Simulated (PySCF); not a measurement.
**A gas-phase reaction: AlF2HS + CH4O → CH3AlF2O + H2S**

What reaction energy should one expect for `[F][Al]([F])[SH]` + `CO` → `C[O][Al]([F])[F]` + `S`?

Programs: PySCF 2.14.0. All values are calculated, for the isolated system unless a continuum is named. Atoms count from 0, parts from 1.

### Step 1. The system as given

Each species was relaxed by itself at PBE0-D3(BJ)/def2-SVPD.

### Step 2. Energies of the species: wB97M-D3(BJ)/def2-TZVPD

Job settings and geometry (Å):

```
{"job": {"kind": "react", "xc": "wB97M-D3(BJ)", "basis": "def2-TZVPD"}, "charge": 0, "multiplicity": 1}
-1 AlF2HS charge 0 multiplicity 1
F      0.282690    -0.990530     1.927120
Al     0.104060    -0.469790     0.358620
F      0.260010    -1.563150    -0.885990
S     -0.319120     1.612060    -0.030570
H     -0.330090     1.416820    -1.370930

-1 CH4O charge 0 multiplicity 1
C     -0.338240    -0.015680     0.030680
O      0.895980    -0.098320    -0.635840
H     -1.115000    -0.309630    -0.687070
H     -0.562660     1.009020     0.375330
H     -0.396320    -0.700050     0.895210
H      1.602640     0.151910    -0.036870

+1 CH3AlF2O charge 0 multiplicity 1
C     -0.372580    -0.998160    -0.757830
O      0.547830    -0.215950    -0.052630
Al     0.547680     1.160790     0.902120
F      1.981780     1.738660     1.498340
F     -0.844620     1.985080     1.283980
H     -0.097180    -1.028560    -1.823340
H     -0.359150    -2.029380    -0.372520
H     -1.401840    -0.611990    -0.676760

+1 H2S charge 0 multiplicity 1
S     -0.009690     0.615350     0.011740
H     -0.980020    -0.323010    -0.007800
H      0.969740    -0.313440    -0.010540
```

Level: wB97M-D3(BJ)/def2-TZVPD reaction energy of separated species, gas phase.

Run with:

```bash
$ OMP_NUM_THREADS=1 python cluster_run.py task.json out
```

One launch serves the whole session: the jobs run in the order shown.

Log:

```text
species 1 (AlF2HS)
coarse grid: 25744 points
cycle   1  E = -841.2193422832  dE =  6.075e-02  |g| = 8.243e-01  |ddm| = 1.955e+00
cycle   2  E = -841.1974798441  dE =  2.186e-02  |g| = 1.041e+00  |ddm| = 9.980e-01
cycle   3  E = -841.3454986581  dE = -1.480e-01  |g| = 4.631e-02  |ddm| = 4.955e-01
cycle   4  E = -841.3462496021  dE = -7.509e-04  |g| = 2.106e-02  |ddm| = 7.347e-02
cycle   5  E = -841.3464066534  dE = -1.571e-04  |g| = 5.165e-03  |ddm| = 2.229e-02
cycle   6  E = -841.3464217704  dE = -1.512e-05  |g| = 1.614e-03  |ddm| = 9.278e-03
cycle   7  E = -841.3464237361  dE = -1.966e-06  |g| = 5.419e-04  |ddm| = 2.950e-03
final grid: 52216 points
cycle   8  E = -841.3464681524  dE = -3.455e-07  |g| = 5.085e-04  |ddm| = 1.565e-03
cycle   9  E = -841.3464681750  dE = -2.265e-08  |g| = 5.581e-04  |ddm| = 5.336e-04
cycle  10  E = -841.3464682186  dE = -4.354e-08  |g| = 5.884e-05  |ddm| = 2.409e-04
cycle  11  E = -841.3464682226  dE = -4.020e-09  |g| = 2.774e-05  |ddm| = 1.570e-04
cycle  12  E = -841.3464682232  dE = -5.639e-10  |g| = 5.736e-06  |ddm| = 5.729e-05
converged SCF energy = -841.3464682232

species 2 (CH4O)
coarse grid: 20248 points
cycle   1  E = -115.7313987512  dE =  7.119e-02  |g| = 5.636e-01  |ddm| = 1.531e+00
cycle   2  E = -115.7261967970  dE =  5.202e-03  |g| = 6.291e-01  |ddm| = 6.638e-01
cycle   3  E = -115.7900783980  dE = -6.388e-02  |g| = 2.852e-02  |ddm| = 2.810e-01
cycle   4  E = -115.7902365995  dE = -1.582e-04  |g| = 6.696e-03  |ddm| = 3.250e-02
cycle   5  E = -115.7902492096  dE = -1.261e-05  |g| = 1.490e-03  |ddm| = 1.018e-02
cycle   6  E = -115.7902498150  dE = -6.055e-07  |g| = 5.701e-04  |ddm| = 2.216e-03
final grid: 43904 points
cycle   7  E = -115.7902249820  dE = -7.501e-08  |g| = 4.635e-04  |ddm| = 2.582e-03
cycle   8  E = -115.7902250051  dE = -2.303e-08  |g| = 3.431e-04  |ddm| = 6.377e-04
cycle   9  E = -115.7902250308  dE = -2.568e-08  |g| = 1.445e-05  |ddm| = 1.988e-04
cycle  10  E = -115.7902250309  dE = -9.192e-11  |g| = 1.270e-05  |ddm| = 4.971e-05
converged SCF energy = -115.7902250309

species 3 (CH3AlF2O)
coarse grid: 34728 points
cycle   1  E = -557.5237186467  dE =  2.422e-01  |g| = 9.912e-01  |ddm| = 2.498e+00
cycle   2  E = -557.4892212666  dE =  3.450e-02  |g| = 1.193e+00  |ddm| = 1.519e+00
cycle   3  E = -557.6940166854  dE = -2.048e-01  |g| = 3.975e-02  |ddm| = 7.299e-01
cycle   4  E = -557.6944957377  dE = -4.791e-04  |g| = 2.067e-02  |ddm| = 7.380e-02
cycle   5  E = -557.6945867332  dE = -9.100e-05  |g| = 1.002e-02  |ddm| = 2.117e-02
cycle   6  E = -557.6946073269  dE = -2.059e-05  |g| = 2.639e-03  |ddm| = 8.992e-03
cycle   7  E = -557.6946093047  dE = -1.978e-06  |g| = 7.658e-04  |ddm| = 2.865e-03
final grid: 73632 points
cycle   8  E = -557.6946157560  dE = -4.119e-07  |g| = 5.730e-04  |ddm| = 4.112e-03
cycle   9  E = -557.6946158077  dE = -5.177e-08  |g| = 4.468e-04  |ddm| = 7.955e-04
cycle  10  E = -557.6946158497  dE = -4.193e-08  |g| = 7.328e-05  |ddm| = 2.665e-04
cycle  11  E = -557.6946158522  dE = -2.504e-09  |g| = 4.684e-05  |ddm| = 1.429e-04
cycle  12  E = -557.6946158532  dE = -1.056e-09  |g| = 6.035e-06  |ddm| = 7.862e-05
cycle  13  E = -557.6946158533  dE = -4.036e-11  |g| = 2.577e-06  |ddm| = 1.936e-05
converged SCF energy = -557.6946158533

species 4 (H2S)
coarse grid: 11264 points
cycle   1  E = -399.4336012407  dE = -1.424e-01  |g| = 1.945e-01  |ddm| = 1.016e+00
cycle   2  E = -399.4459452997  dE = -1.234e-02  |g| = 1.106e-01  |ddm| = 2.399e-01
cycle   3  E = -399.4491446294  dE = -3.199e-03  |g| = 1.578e-02  |ddm| = 9.278e-02
cycle   4  E = -399.4492189700  dE = -7.434e-05  |g| = 4.851e-03  |ddm| = 1.790e-02
cycle   5  E = -399.4492312069  dE = -1.224e-05  |g| = 9.336e-04  |ddm| = 7.536e-03
cycle   6  E = -399.4492319381  dE = -7.312e-07  |g| = 1.776e-04  |ddm| = 2.124e-03
final grid: 22496 points
cycle   7  E = -399.4492196992  dE = -2.331e-08  |g| = 1.134e-04  |ddm| = 6.088e-04
cycle   8  E = -399.4492197022  dE = -2.982e-09  |g| = 6.804e-05  |ddm| = 1.499e-04
cycle   9  E = -399.4492197029  dE = -7.678e-10  |g| = 8.757e-06  |ddm| = 5.992e-05
converged SCF energy = -399.4492197029

Reaction energy = -4.500 kcal/mol
```

Wall time 37 s (1 thread of Arm Neoverse V1, shared host); peak memory 0.81 GiB.

Species by species (with the dispersion term, which the log's SCF energies lack):

```
 ν           species  energy (Eh)  HOMO (eV)
-1  [F][Al]([F])[SH]   -841.34991     -10.68
-1                CO   -115.79380     -10.52
+1  C[O][Al]([F])[F]   -557.70032     -11.26
+1                 S   -399.45056      -9.89
```

### Step 3. Energies of the species: PBE0-D3(BJ)/def2-TZVPD

The job, as its differences from that of step 2:

```diff
@@ -1,2 +1,2 @@
-{"job": {"kind": "react", "xc": "wB97M-D3(BJ)", "basis": "def2-TZVPD"}, "charge": 0, "multiplicity": 1}
+{"job": {"kind": "react", "xc": "PBE0", "basis": "def2-TZVPD", "disp": "d3bj"}, "charge": 0, "multiplicity": 1}
 -1 AlF2HS charge 0 multiplicity 1
```

Method: PBE0-D3(BJ)/def2-TZVPD reaction energy of separated species, gas phase.

Log:

```text
species 1 (AlF2HS)
coarse grid: 6040 points
cycle   1  E = -840.6508321728  dE =  1.419e-01  |g| = 8.512e-01  |ddm| = 2.049e+00
cycle   2  E = -840.4328407003  dE =  2.180e-01  |g| = 1.497e+00  |ddm| = 1.279e+00
cycle   3  E = -840.7713917518  dE = -3.386e-01  |g| = 6.001e-02  |ddm| = 8.001e-01
cycle   4  E = -840.7720924801  dE = -7.007e-04  |g| = 3.876e-02  |ddm| = 9.713e-02
cycle   5  E = -840.7724476827  dE = -3.552e-04  |g| = 4.363e-03  |ddm| = 3.316e-02
cycle   6  E = -840.7724511106  dE = -3.428e-06  |g| = 1.408e-03  |ddm| = 4.201e-03
final grid: 52216 points
cycle   7  E = -840.7806162800  dE = -4.604e-05  |g| = 4.821e-03  |ddm| = 2.312e-02
cycle   8  E = -840.7806159948  dE =  2.852e-07  |g| = 4.303e-03  |ddm| = 6.843e-03
cycle   9  E = -840.7806193083  dE = -3.313e-06  |g| = 1.028e-03  |ddm| = 3.875e-03
cycle  10  E = -840.7806194784  dE = -1.701e-07  |g| = 1.816e-04  |ddm| = 4.837e-04
cycle  11  E = -840.7806194847  dE = -6.311e-09  |g| = 6.005e-05  |ddm| = 1.886e-04
cycle  12  E = -840.7806194856  dE = -8.727e-10  |g| = 1.289e-05  |ddm| = 5.465e-05
converged SCF energy = -840.7806194856

species 2 (CH4O)
coarse grid: 4656 points
cycle   1  E = -115.5795254835  dE =  6.218e-02  |g| = 5.864e-01  |ddm| = 1.553e+00
cycle   2  E = -115.4915808147  dE =  8.794e-02  |g| = 9.145e-01  |ddm| = 8.380e-01
cycle   3  E = -115.6420878475  dE = -1.505e-01  |g| = 4.539e-02  |ddm| = 4.725e-01
cycle   4  E = -115.6424152603  dE = -3.274e-04  |g| = 1.801e-02  |ddm| = 3.328e-02
cycle   5  E = -115.6424846549  dE = -6.939e-05  |g| = 4.967e-03  |ddm| = 1.212e-02
cycle   6  E = -115.6424899377  dE = -5.283e-06  |g| = 3.238e-04  |ddm| = 3.578e-03
final grid: 43904 points
cycle   7  E = -115.6393349781  dE = -2.408e-05  |g| = 6.908e-03  |ddm| = 6.625e-02
cycle   8  E = -115.6393280238  dE =  6.954e-06  |g| = 9.310e-03  |ddm| = 7.781e-03
cycle   9  E = -115.6393437212  dE = -1.570e-05  |g| = 8.434e-04  |ddm| = 4.297e-03
cycle  10  E = -115.6393438551  dE = -1.339e-07  |g| = 1.461e-04  |ddm| = 5.468e-04
cycle  11  E = -115.6393438597  dE = -4.615e-09  |g| = 1.639e-05  |ddm| = 9.406e-05
cycle  12  E = -115.6393438597  dE = -4.917e-11  |g| = 2.416e-06  |ddm| = 1.692e-05
converged SCF energy = -115.6393438597

species 3 (CH3AlF2O)
coarse grid: 7832 points
cycle   1  E = -556.9687262028  dE =  2.863e-01  |g| = 1.060e+00  |ddm| = 2.602e+00
cycle   2  E = -556.6398191851  dE =  3.289e-01  |g| = 1.781e+00  |ddm| = 1.953e+00
cycle   3  E = -557.1538138683  dE = -5.140e-01  |g| = 7.425e-02  |ddm| = 1.226e+00
cycle   4  E = -557.1539820252  dE = -1.682e-04  |g| = 7.187e-02  |ddm| = 9.154e-02
cycle   5  E = -557.1548065223  dE = -8.245e-04  |g| = 7.211e-03  |ddm| = 4.077e-02
cycle   6  E = -557.1548139730  dE = -7.451e-06  |g| = 7.450e-04  |ddm| = 7.456e-03
final grid: 73632 points
cycle   7  E = -557.1614612558  dE = -5.558e-05  |g| = 9.183e-03  |ddm| = 7.107e-02
cycle   8  E = -557.1614418690  dE =  1.939e-05  |g| = 1.405e-02  |ddm| = 1.128e-02
cycle   9  E = -557.1614748929  dE = -3.302e-05  |g| = 1.234e-03  |ddm| = 7.576e-03
cycle  10  E = -557.1614751988  dE = -3.059e-07  |g| = 2.334e-04  |ddm| = 1.057e-03
cycle  11  E = -557.1614752107  dE = -1.193e-08  |g| = 5.186e-05  |ddm| = 1.910e-04
cycle  12  E = -557.1614752110  dE = -2.749e-10  |g| = 2.792e-05  |ddm| = 4.667e-05
converged SCF energy = -557.1614752110

species 4 (H2S)
coarse grid: 2864 points
cycle   1  E = -399.2518632520  dE = -9.250e-02  |g| = 1.630e-01  |ddm| = 1.023e+00
cycle   2  E = -399.2538575111  dE = -1.994e-03  |g| = 1.600e-01  |ddm| = 2.978e-01
cycle   3  E = -399.2614718150  dE = -7.614e-03  |g| = 1.497e-02  |ddm| = 1.477e-01
cycle   4  E = -399.2614864271  dE = -1.461e-05  |g| = 1.103e-03  |ddm| = 5.881e-03
cycle   5  E = -399.2614868075  dE = -3.804e-07  |g| = 6.136e-04  |ddm| = 1.717e-03
final grid: 22496 points
cycle   6  E = -399.2625176037  dE = -7.083e-06  |g| = 4.895e-03  |ddm| = 1.692e-02
cycle   7  E = -399.2625182360  dE = -6.323e-07  |g| = 3.960e-03  |ddm| = 6.696e-03
cycle   8  E = -399.2625211671  dE = -2.931e-06  |g| = 2.911e-04  |ddm| = 3.503e-03
cycle   9  E = -399.2625211949  dE = -2.778e-08  |g| = 3.583e-05  |ddm| = 2.358e-04
cycle  10  E = -399.2625211952  dE = -3.621e-10  |g| = 6.381e-06  |ddm| = 2.919e-05
converged SCF energy = -399.2625211952

Reaction energy = -2.504 kcal/mol
```

Wall time 15 s (1 thread of Arm Neoverse V1, shared host); peak memory 0.65 GiB.

Reaction energy at this level: -2.50 kcal/mol.

### Step 4. Comparing the runs

Energies in kcal/mol, with wall time:

| run | reaction | time |
| --- | --- | --- |
| wB97M-D3(BJ)/def2-TZVPD | -4.50 | 37 s |
| PBE0-D3(BJ)/def2-TZVPD | -2.50 | 15 s |

### Step 5. Summary of results

| quantity | value |
| --- | --- |
| reaction energy (wB97M-D3(BJ)/def2-TZVPD) | -4.50 kcal/mol |
| ΔH, ΔG at 298 K (xTB thermal terms) | -6.1, -5.6 kcal/mol |
| range of the reaction energy over the runs of this table | -4.50 to -2.50 kcal/mol |

The reaction is exothermic by 6.1 kcal/mol in the gas phase; dispersion gives -0.02, and xTB itself gave -9.96 for the electronic energy (xTB energies and thermal terms come from the earlier relaxation of each species, not shown). No barrier was sought. The reaction energy runs from -4.50 (wB97M-D3(BJ)/def2-TZVPD) to -2.50 kcal/mol (PBE0-D3(BJ)/def2-TZVPD).
